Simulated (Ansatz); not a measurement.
# Cl₂H₄OSi₂: a ladder of functionals and wavefunction methods

How much do the methods differ for Cl₂H₄OSi₂? The plan is to run it at one geometry with functionals of several rungs and with coupled cluster, and see how far each lands from CCSD(T) at the basis-set limit for the atomisation energy.

Program: Ansatz 0.2.0, Gaussian basis. Level of theory: functionals in def2-TZVPP, the program's frozen cores in correlated methods. These are calculated values, not measurements.

Plan: PBE-D4, r2SCAN-D4, PBE0-D4, B3LYP-D4, ωB97X-V, ωB97M-V, B2PLYP; CCSD(T)/def2-TZVPP; MP2/def2-QZVPP; extrapolation to the limit.

## Step 1: The geometry

All runs share one geometry, relaxed beforehand with PBE0-D4 in a triple-zeta def2 set.

SMILES `O[SiH2][SiH](Cl)Cl`, 9 atoms, charge 0, spin multiplicity 1.

Atoms are counted from 1 here; the program's logs count them from 0.

Bond lengths: O1–Si2 1.646 Å, O1–H6 0.959 Å, Si2–Si3 2.348 Å, Si2–H7 1.491 Å, Si2–H8 1.481 Å, Si3–Cl4 2.051 Å, Si3–Cl5 2.066 Å, Si3–H9 1.481 Å. Angles: Si2–O1–H6 117.2°, O1–Si2–Si3 108.7°, O1–Si2–H7 112.5°, O1–Si2–H8 107.1°, Si3–Si2–H7 107.2°, Si3–Si2–H8 111.8°, H7–Si2–H8 109.6°, Si2–Si3–Cl4 111.5°, Si2–Si3–Cl5 104.7°, Si2–Si3–H9 117.3°, Cl4–Si3–Cl5 108.7°, Cl4–Si3–H9 107.2°, Cl5–Si3–H9 106.9°.

## Step 2: PBE-D4 (GGA)

File in.yaml:

```yaml
crystal:
  periodic: [false, false, false]
  atoms:
    - {symbol: O, position_ang: [0.741629, -0.157109, -1.858089]}
    - {symbol: Si, position_ang: [0.875433, -0.634734, -0.288892]}
    - {symbol: Si, position_ang: [-0.879688, 0.324902, 0.940668]}
    - {symbol: Cl, position_ang: [-2.666023, -0.607061, 0.556488]}
    - {symbol: Cl, position_ang: [-0.990524, 2.274466, 0.264910]}
    - {symbol: H, position_ang: [0.557248, 0.770430, -2.020053]}
    - {symbol: H, position_ang: [2.150932, -0.185472, 0.338380]}
    - {symbol: H, position_ang: [0.809545, -2.114581, -0.277164]}
    - {symbol: H, position_ang: [-0.724652, 0.386659, 2.412652]}
basis:
  gaussian: {orbitals: def2-TZVPP}
hamiltonian: {xc: pbe, dispersion: d4}
output: {forces: true, orbitals: {seedname: orbitals}}
```

The run is started by

```console
ansatz run in.yaml --threads 4 --pin off --events-out ev --progress --plain --max-ram 10444MiB
```

What it wrote, cut to the lines that bear on the results:

```text
Functional definition: PBE
  name "PBE"
  cite "Perdew, Burke & Ernzerhof, Phys. Rev. Lett. 77, 3865 (1996) doi:10.1103/PhysRevLett.77.3865"
  parent pbe
[...]
1551 factors; their error is unknown
[...]
mean field -42898.28087961 eV, -1576.4827448263 hartree, gradient 4.0e-5 eV, S^2 0.000000; 0 other end points of the search recorded, 0 dependent functions left out
[...]
reference -42898.28092427 eV, -1576.4827464678 hartree; 37, 37 occupied and 218, 218 virtual orbitals, 1551 factors
Total energy: -42898.56419724 eV, -1576.4931565573 hartree
Atom 0 at     0.741629    -0.157109    -1.858089 Å, force     0.044519    -0.305260    -0.447305 eV/Å
Atom 1 at     0.875433    -0.634734    -0.288892 Å, force    -0.023831    -0.033204     0.380946 eV/Å
Atom 2 at    -0.879688     0.324902     0.940668 Å, force     0.170159    -0.106305     0.022739 eV/Å
Atom 3 at    -2.666023    -0.607061     0.556488 Å, force    -0.268037    -0.150918    -0.053096 eV/Å
Atom 4 at    -0.990524     2.274466     0.264910 Å, force     0.000379     0.280209    -0.097707 eV/Å
Atom 5 at     0.557248     0.770430    -2.020053 Å, force    -0.090850     0.434492    -0.071956 eV/Å
Atom 6 at     2.150932    -0.185472     0.338380 Å, force     0.152201     0.038005     0.086352 eV/Å
Atom 7 at     0.809545    -2.114581    -0.277164 Å, force    -0.002685    -0.168845    -0.013398 eV/Å
Atom 8 at    -0.724652     0.386659     2.412652 Å, force     0.018146     0.011825     0.193424 eV/Å
Dipole moment:     0.208266     0.062669     0.094467 e Å
```

It took 1.9 s on 4 threads of Intel Xeon 6975P-C, shared host; peak memory 0.4 GiB.

Atomisation energy: 30.541 eV (free atoms -42868.023 eV, run apart). HOMO -6.78 eV, LUMO -1.91 eV.

## Step 3: r2SCAN-D4 (meta-GGA)

Changes to in.yaml since step 2:

```diff
@@ -14,3 +14,3 @@
   gaussian: {orbitals: def2-TZVPP}
-hamiltonian: {xc: pbe, dispersion: d4}
+hamiltonian: {xc: r2scan, dispersion: d4}
 output: {forces: true, orbitals: {seedname: orbitals}}
```

Same command.

What it wrote, cut to the lines that bear on the results:

```text
Functional definition: r2SCAN
  name "r2SCAN"
  cite "Furness, Kaplan, Ning, Perdew & Sun, J. Phys. Chem. Lett. 11, 8208 (2020) doi:10.1021/acs.jpclett.0c02405"
  cite "Furness, Kaplan, Ning, Perdew & Sun, J. Phys. Chem. Lett. 11, 9248 (2020) doi:10.1021/acs.jpclett.0c03077"
  parent r2scan
[...]
1551 factors; their error is unknown
[...]
mean field -42914.95499745 eV, -1577.0955073549 hartree, gradient 2.7e-5 eV, S^2 0.000000; 0 other end points of the search recorded, 0 dependent functions left out
[...]
reference -42914.95500977 eV, -1577.0955078079 hartree; 37, 37 occupied and 218, 218 virtual orbitals, 1551 factors
Total energy: -42915.02275759 eV, -1577.0979974943 hartree
Atom 0 at     0.741629    -0.157109    -1.858089 Å, force    -0.003044    -0.011647    -0.072288 eV/Å
Atom 1 at     0.875433    -0.634734    -0.288892 Å, force     0.009662    -0.017616     0.082828 eV/Å
Atom 2 at    -0.879688     0.324902     0.940668 Å, force     0.055208    -0.032103     0.058239 eV/Å
Atom 3 at    -2.666023    -0.607061     0.556488 Å, force    -0.070890    -0.043031    -0.014454 eV/Å
Atom 4 at    -0.990524     2.274466     0.264910 Å, force     0.006787     0.073589    -0.026759 eV/Å
Atom 5 at     0.557248     0.770430    -2.020053 Å, force    -0.005399     0.025829    -0.006754 eV/Å
Atom 6 at     2.150932    -0.185472     0.338380 Å, force    -0.004962    -0.016984    -0.004198 eV/Å
Atom 7 at     0.809545    -2.114581    -0.277164 Å, force     0.012378     0.021823    -0.005466 eV/Å
Atom 8 at    -0.724652     0.386659     2.412652 Å, force     0.000259     0.000139    -0.011148 eV/Å
Dipole moment:     0.218977     0.061586     0.105629 e Å
```

Wall time 2.8 s (4 threads of Intel Xeon 6975P-C, shared host); peak memory 0.43 GiB.

With the free atoms at this level, -42884.457 eV in sum, the atomisation energy is 30.566 eV. HOMO -7.08 eV, LUMO -1.63 eV.

## Step 4: PBE0-D4 (hybrid)

Changes to in.yaml since step 3:

```diff
@@ -14,3 +14,3 @@
   gaussian: {orbitals: def2-TZVPP}
-hamiltonian: {xc: r2scan, dispersion: d4}
-output: {forces: true, orbitals: {seedname: orbitals}}
+hamiltonian: {xc: pbe0, dispersion: d4}
+output: {orbitals: {seedname: orbitals}}
```

Launched as before.

What it wrote:

```text
Functional definition: PBE0
  name "PBE0"
  cite "Adamo & Barone, J. Chem. Phys. 110, 6158 (1999) doi:10.1063/1.478522"
  cite "Perdew, Burke & Ernzerhof, Phys. Rev. Lett. 77, 3865 (1996) doi:10.1103/PhysRevLett.77.3865"
  parent pbe
  parameter a = 0.25
  parameter kappa = 0.804
  parameter beta = 0.06672455060314922
  exchange = (1 - a)*pbe_x(kappa = kappa, mu = beta*pi^2/3) + a*exact_x
  correlation = pbe_c(beta = beta)
1619 factors; their error is unknown
mean field evaluation 1: about -42897.5156 eV, gradient 5.2e1 eV
mean field evaluation 2: about -42888.1417 eV, gradient 8.7e1 eV
mean field evaluation 4: about -42901.8082 eV, gradient 2.4e0 eV
mean field evaluation 8: about -42901.8204 eV, gradient 3.5e-2 eV
mean field -42901.92108421 eV, -1576.6165198783 hartree, gradient 8.9e-5 eV, S^2 0.000000; 0 other end points of the search recorded, 0 dependent functions left out
reference -42901.92111793 eV, -1576.6165211174 hartree; 37, 37 occupied and 218, 218 virtual orbitals, 1619 factors
Total energy: -42902.16554784 eV, -1576.6255037508 hartree
```

Run time: 2.4 s. Hardware: 4 threads of Intel Xeon 6975P-C, shared host; peak memory 0.82 GiB.

Atomisation energy: 30.176 eV (free atoms -42871.990 eV, run apart). HOMO -8.02 eV, LUMO -1.07 eV.

## Step 5: B3LYP-D4 (hybrid)

B3LYP here takes the VWN-RPA correlation.

Changes to in.yaml since step 4:

```diff
@@ -14,3 +14,3 @@
   gaussian: {orbitals: def2-TZVPP}
-hamiltonian: {xc: pbe0, dispersion: d4}
-output: {orbitals: {seedname: orbitals}}
+hamiltonian: {xc: {name: B3LYP}, dispersion: d4}
+output: {forces: true, orbitals: {seedname: orbitals}}
```

Launched as before.

What it wrote, cut to the lines that bear on the results:

```text
Functional definition: B3LYP
  name "B3LYP"
  cite "Stephens, Devlin, Chabalowski & Frisch, J. Phys. Chem. 98, 11623 (1994) doi:10.1021/j100096a001"
  cite "Becke, Phys. Rev. A 38, 3098 (1988) doi:10.1103/PhysRevA.38.3098"
  cite "Lee, Yang & Parr, Phys. Rev. B 37, 785 (1988) doi:10.1103/PhysRevB.37.785"
  cite "Vosko, Wilk & Nusair, Can. J. Phys. 58, 1200 (1980) doi:10.1139/p80-159"
[...]
1595 factors; their error is unknown
[...]
mean field -42920.90777763 eV, -1577.3142679917 hartree, gradient 6.0e-5 eV, S^2 0.000000; 0 other end points of the search recorded, 0 dependent functions left out
[...]
reference -42920.90807659 eV, -1577.3142789782 hartree; 37, 37 occupied and 218, 218 virtual orbitals, 1595 factors
Total energy: -42921.37061240 eV, -1577.3312768558 hartree
Atom 0 at     0.741629    -0.157109    -1.858089 Å, force    -0.017383     0.056762    -0.093377 eV/Å
Atom 1 at     0.875433    -0.634734    -0.288892 Å, force     0.122323    -0.162500     0.185091 eV/Å
Atom 2 at    -0.879688     0.324902     0.940668 Å, force     0.173275    -0.075887     0.217907 eV/Å
Atom 3 at    -2.666023    -0.607061     0.556488 Å, force    -0.208624    -0.119313    -0.042273 eV/Å
Atom 4 at    -0.990524     2.274466     0.264910 Å, force    -0.009408     0.231891    -0.072577 eV/Å
Atom 5 at     0.557248     0.770430    -2.020053 Å, force    -0.001696     0.022239    -0.065288 eV/Å
Atom 6 at     2.150932    -0.185472     0.338380 Å, force    -0.068796    -0.032605    -0.041265 eV/Å
Atom 7 at     0.809545    -2.114581    -0.277164 Å, force     0.010587     0.088573    -0.004280 eV/Å
Atom 8 at    -0.724652     0.386659     2.412652 Å, force    -0.000279    -0.009159    -0.083939 eV/Å
Dipole moment:     0.224106     0.055500     0.127646 e Å
```

It took 3.6 s on 4 threads of Intel Xeon 6975P-C, shared host; peak memory 0.87 GiB.

Atomisation energy: 30.156 eV (free atoms -42891.215 eV, run apart). HOMO -7.83 eV, LUMO -1.24 eV.

## Step 6: ωB97X-V (range-separated)

Changes to in.yaml since step 5:

```diff
@@ -14,3 +14,3 @@
   gaussian: {orbitals: def2-TZVPP}
-hamiltonian: {xc: {name: B3LYP}, dispersion: d4}
-output: {forces: true, orbitals: {seedname: orbitals}}
+hamiltonian: {xc: {name: wB97X-V}}
+output: {orbitals: {seedname: orbitals}}
```

The command is unchanged.

What it wrote, cut to the lines that bear on the results:

```text
Functional definition: wB97X-V
  name "wB97X-V"
  cite "Mardirossian & Head-Gordon, Phys. Chem. Chem. Phys. 16, 9904 (2014) doi:10.1039/C3CP54374A"
  cite "Becke, J. Chem. Phys. 107, 8554 (1997) doi:10.1063/1.475007"
  cite "Vydrov & Van Voorhis, J. Chem. Phys. 133, 244103 (2010) doi:10.1063/1.3521275"
[...]
      + integral(e_c_pw_opposite_spin*poly(b97_u_opposite, cos0, cos1)) + vv10(b, c)
1589 factors; their error is unknown
296 factors; integrals over basis functions are off by at most 2.6e-5 eV
[...]
mean field -42912.12664608 eV, -1576.9915673593 hartree, gradient 3.0e-5 eV, S^2 0.000000; 0 other end points of the search recorded, 0 dependent functions left out
reference -42912.12664398 eV, -1576.9915672823 hartree; 37, 37 occupied and 218, 218 virtual orbitals, 1589 factors
Total energy: -42912.12664398 eV, -1576.9915672823 hartree
```

It took 5.5 s on 4 threads of Intel Xeon 6975P-C, shared host; peak memory 0.97 GiB.

Atomisation energy: 30.682 eV (free atoms -42881.445 eV, run apart). HOMO -10.30 eV, LUMO 0.99 eV.

## Step 7: ωB97M-V (range-separated)

Changes to in.yaml since step 6:

```diff
@@ -14,3 +14,3 @@
   gaussian: {orbitals: def2-TZVPP}
-hamiltonian: {xc: {name: wB97X-V}}
-output: {orbitals: {seedname: orbitals}}
+hamiltonian: {xc: {name: wB97M-V}}
+output: {forces: true, orbitals: {seedname: orbitals}}
```

Same command.

What it wrote, cut to the lines that bear on the results:

```text
Functional definition: wB97M-V
  name "wB97M-V"
  cite "Mardirossian & Head-Gordon, J. Chem. Phys. 144, 214110 (2016) doi:10.1063/1.4952647"
  cite "Becke, J. Chem. Phys. 107, 8554 (1997) doi:10.1063/1.475007"
  cite "Vydrov & Van Voorhis, J. Chem. Phys. 133, 244103 (2010) doi:10.1063/1.3521275"
  # Of w^i u^j: cxij and so on, Table III.
[...]
  gx(w, u) = 1 - cx + cx01*u + cx10*w
  gss(w, u) = css00 + css04*u^4 + css10*w + css20*w^2 + css43*w^4*u^3
  gos(w, u) = cos00 + cos10*w + (cos20 + cos21*u)*w^2 + (cos60 + cos61*u)*w^6
[...]
      + integral(e_c_pw_mod_opposite_spin*gos(b97_w_opposite, b97_u_opposite)) + vv10(b, c)
1589 factors; their error is unknown
296 factors; integrals over basis functions are off by at most 2.6e-5 eV
[...]
Total energy: -42915.94684775 eV, -1577.1319571814 hartree
Atom 0 at     0.741629    -0.157109    -1.858089 Å, force    -0.027610     0.081419    -0.070244 eV/Å
Atom 1 at     0.875433    -0.634734    -0.288892 Å, force     0.081587    -0.132198     0.225198 eV/Å
Atom 2 at    -0.879688     0.324902     0.940668 Å, force     0.153546    -0.061820     0.152019 eV/Å
Atom 3 at    -2.666023    -0.607061     0.556488 Å, force    -0.044071    -0.019198    -0.016126 eV/Å
Atom 4 at    -0.990524     2.274466     0.264910 Å, force    -0.004894     0.041039    -0.024615 eV/Å
Atom 5 at     0.557248     0.770430    -2.020053 Å, force     0.004168    -0.025218    -0.020616 eV/Å
Atom 6 at     2.150932    -0.185472     0.338380 Å, force    -0.149105    -0.049452    -0.070442 eV/Å
Atom 7 at     0.809545    -2.114581    -0.277164 Å, force     0.003101     0.173793     0.002373 eV/Å
Atom 8 at    -0.724652     0.386659     2.412652 Å, force    -0.016722    -0.008365    -0.177547 eV/Å
Dipole moment:     0.225500     0.055326     0.122504 e Å
```

Run time: 7.5 s. Hardware: 4 threads of Intel Xeon 6975P-C, shared host; peak memory 1.1 GiB.

With the free atoms at this level, -42885.389 eV in sum, the atomisation energy is 30.558 eV. HOMO -10.06 eV, LUMO 0.72 eV.

## Step 8: B2PLYP (double hybrid)

Changes to in.yaml since step 7:

```diff
@@ -14,3 +14,2 @@
   gaussian: {orbitals: def2-TZVPP}
-hamiltonian: {xc: {name: wB97M-V}}
-output: {forces: true, orbitals: {seedname: orbitals}}
+hamiltonian: {xc: {name: B2PLYP}}
```

Launched as before.

What it wrote, cut to the lines that bear on the results:

```text
Functional definition: B2PLYP
  name "B2PLYP"
  cite "Grimme, J. Chem. Phys. 124, 034108 (2006) doi:10.1063/1.2148954"
  cite "Becke, Phys. Rev. A 38, 3098 (1988) doi:10.1103/PhysRevA.38.3098"
  cite "Lee, Yang & Parr, Phys. Rev. B 37, 785 (1988) doi:10.1103/PhysRevB.37.785"
[...]
1499 factors; integrals over basis functions are off by at most 1.1e-3 eV
[...]
mean field -42896.37787187 eV, -1576.4128105820 hartree, gradient 4.9e-6 eV, S^2 0.000000; 0 other end points of the search recorded, 0 dependent functions left out
21 core orbitals not correlated: weight in the atoms' cores, before any rotation towards them, 1.000 or more for the frozen orbitals, at most 0.000 for the correlated occupied ones
reference -42896.37806240 eV, -1576.4128175839 hartree; 16, 16 occupied and 218, 218 virtual orbitals, 1499 factors
second order -28.35215376 eV of doubles, -0.00000000 eV of singles
Total energy: -42904.03314392 eV, -1576.6941366407 hartree
```

It took 3.5 s on 4 threads of Intel Xeon 6975P-C, shared host; peak memory 0.69 GiB.

Atomisation energy: 29.855 eV (free atoms -42874.178 eV, run apart).

## Step 9: Frontier levels by functional

Dipoles come from the runs that computed forces. Levels are read from the orbital files that the runs wrote:

```
functional  HOMO (eV)  LUMO (eV)  gap (eV)  dipole (D)
    PBE-D4      -6.78      -1.91      4.88        1.14
 r2SCAN-D4      -7.08      -1.63      5.46        1.20
   PBE0-D4      -8.02      -1.07      6.96            
  B3LYP-D4      -7.83      -1.24      6.59        1.27
   ωB97X-V     -10.30       0.99     11.29            
   ωB97M-V     -10.06       0.72     10.79        1.26
```

## Step 10: CCSD(T) in def2-TZVPP

Changes to in.yaml since step 8:

```diff
@@ -14,2 +14,2 @@
   gaussian: {orbitals: def2-TZVPP}
-hamiltonian: {xc: {name: B2PLYP}}
+correlation: {method: ccsd_t}
```

Same command.

What it wrote, cut to the lines that bear on the results:

```text
Functional definition: HF
  name "HF"
  cite "Fock, Z. Phys. 61, 126 (1930) doi:10.1007/BF01340294"
  parent pbe
[...]
1499 factors; integrals over basis functions are off by at most 1.1e-3 eV
[...]
mean field -42838.69190447 eV, -1574.2928903809 hartree, gradient 6.5e-6 eV, S^2 0.000000; 0 other end points of the search recorded, 0 dependent functions left out
21 core orbitals not correlated: weight in the atoms' cores, before any rotation towards them, 1.000 or more for the frozen orbitals, at most 0.000 for the correlated occupied ones
reference -42838.69190447 eV, -1574.2928903809 hartree; 16, 16 occupied and 218, 218 virtual orbitals, 1499 factors
second order -23.30166639 eV of doubles, -0.00000000 eV of singles
cycle   1  -24.26811705 eV  change   -9.7e-1 eV  update   1.0e-1
[...]
cycle   9  -24.93238801 eV  change   -2.9e-5 eV  update   2.5e-5
perturbative correction -0.99173288 eV, -0.0364455113 hartree
Total energy: -42864.61602537 eV, -1575.2455842519 hartree
```

Wall time 43 s (4 threads of Intel Xeon 6975P-C, shared host); peak memory 5.5 GiB.

## Step 11: MP2 in def2-QZVPP

Changes to in.yaml since step 10:

```diff
@@ -13,3 +13,3 @@
 basis:
-  gaussian: {orbitals: def2-TZVPP}
-correlation: {method: ccsd_t}
+  gaussian: {orbitals: "def2-QZVPP.json"}
+correlation: {method: mp2}
```

Same command.

What it wrote:

```text
Functional definition: HF
  name "HF"
  cite "Fock, Z. Phys. 61, 126 (1930) doi:10.1007/BF01340294"
  parent pbe
  exchange = exact_x
  correlation = 0
2709 factors; integrals over basis functions are off by at most 1.0e-3 eV
mean field evaluation 1: about -42836.3328 eV, gradient 3.9e1 eV
mean field evaluation 2: about -42836.5145 eV, gradient 3.9e1 eV
mean field evaluation 4: about -42839.9237 eV, gradient 3.4e0 eV
mean field evaluation 8: about -42839.9822 eV, gradient 2.8e-1 eV
mean field -42839.98252018 eV, -1574.3403196336 hartree, gradient 3.0e-6 eV, S^2 0.000000; 0 other end points of the search recorded, 0 dependent functions left out
21 core orbitals not correlated: weight in the atoms' cores, before any rotation towards them, 1.000 or more for the frozen orbitals, at most 0.000 for the correlated occupied ones
reference -42839.98252018 eV, -1574.3403196336 hartree; 16, 16 occupied and 420, 420 virtual orbitals, 2709 factors
second order -25.45987322 eV of doubles, -0.00000000 eV of singles
Total energy: -42865.44239340 eV, -1575.2759527171 hartree
```

Wall time 14 s (4 threads of Intel Xeon 6975P-C, shared host); peak memory 2.6 GiB.

The pieces so far (eV):

```
     basis           HF  MP2 correlation  CCSD correlation      (T)              total
def2-TZVPP  -42838.6919         -23.3017          -24.9324  -0.9917        -42864.6160
def2-QZVPP  -42839.9825         -25.4599                             -42865.4424 (MP2)
```

The report of the def2-TZVPP run gives T1 = 0.0107.

## Step 12: The basis-set limit

This step is arithmetic on the last runs, with X = 3 and 4: exp(−7.88√X) for Hartree-Fock, X^−2.97 for correlation; only MP2 was run in the larger set, so CCSD(T) minus MP2 is added from the smaller one.

```
  level  energy at the limit (eV)
     HF               -42840.1603
    MP2               -42867.2188
   CCSD               -42868.8496
CCSD(T)               -42869.8413
```

## Step 13: All levels against the reference

Free atoms (1 O, 2 Si, 2 Cl, 4 H) were run apart at each level; the atomisation energy is their sum less the molecule, without zero-point or spin-orbit terms.

Differences are taken before rounding.

```
            method             rung  atomisation energy (eV)  from CCSD(T)/CBS (eV)   time
            PBE-D4              GGA                   30.541                 -0.043  1.9 s
         r2SCAN-D4         meta-GGA                   30.566                 -0.018  2.8 s
           PBE0-D4           hybrid                   30.176                 -0.408  2.4 s
          B3LYP-D4           hybrid                   30.156                 -0.428  3.6 s
           ωB97X-V  range-separated                   30.682                 +0.098  5.5 s
           ωB97M-V  range-separated                   30.558                 -0.026  7.5 s
            B2PLYP    double hybrid                   29.855                 -0.729  3.5 s
     HF/def2-TZVPP     wavefunction                   22.385                 -8.199       
    MP2/def2-TZVPP     wavefunction                   30.159                 -0.425       
   CCSD/def2-TZVPP     wavefunction                   29.057                 -1.528       
CCSD(T)/def2-TZVPP     wavefunction                   29.522                 -1.062   43 s
           MP2/CBS     wavefunction                   31.221                 +0.637       
       CCSD(T)/CBS     wavefunction                   30.584                      0   57 s
```

Among the levels timed on like hardware and quicker than the yardstick, those that no quicker one beats, quickest first: PBE-D4 (1.9 s, -0.043 eV); r2SCAN-D4 (2.8 s, -0.018 eV).

B2PLYP carry no dispersion term (for B3LYP, D4 adds 0.463 eV).

Times are those of the molecule's run; HF, MP2 and CCSD come out of the CCSD(T) runs, and the limit's time is the sum of the runs that it needs.

## Step 14: Results

| quantity | value |
| --- | --- |
| atomisation energy, CCSD(T)/CBS | 30.584 eV |
| functionals within 0.153 eV (0.5 %) | PBE-D4, r2SCAN-D4, ωB97X-V, ωB97M-V |
| farthest | B2PLYP (-0.729 eV) |
| mean size of error, hybrid | 0.418 eV |
| mean size of error, range-separated | 0.062 eV |
| gap, smallest and largest | 4.88 eV (PBE-D4), 11.29 eV (ωB97X-V) |
| T1 diagnostic | 0.0107 |
| triples share of the correlation energy | 3.8 % |

In words: PBE-D4 misses by -0.043 eV. Double hybrids carry the basis error of their MP2 part in triple zeta, and no dispersion term here, so their miss is partly the set-up's. Misses under about 0.153 eV are within the doubt on the reference itself, which lacks core-valence correlation, relativity and higher excitations. Hartree-Fock recovers 73 % of the binding; the rest is correlation. Orbital gaps span 4.9 to 11.3 eV; exact exchange widens them.

r2SCAN-D4 reaches 0.018 eV from the reference in 2.8 s, where CCSD(T)/CBS took 57 s; the quickest level in the cost chart, PBE-D4, takes 1.9 s and misses by 0.043 eV.
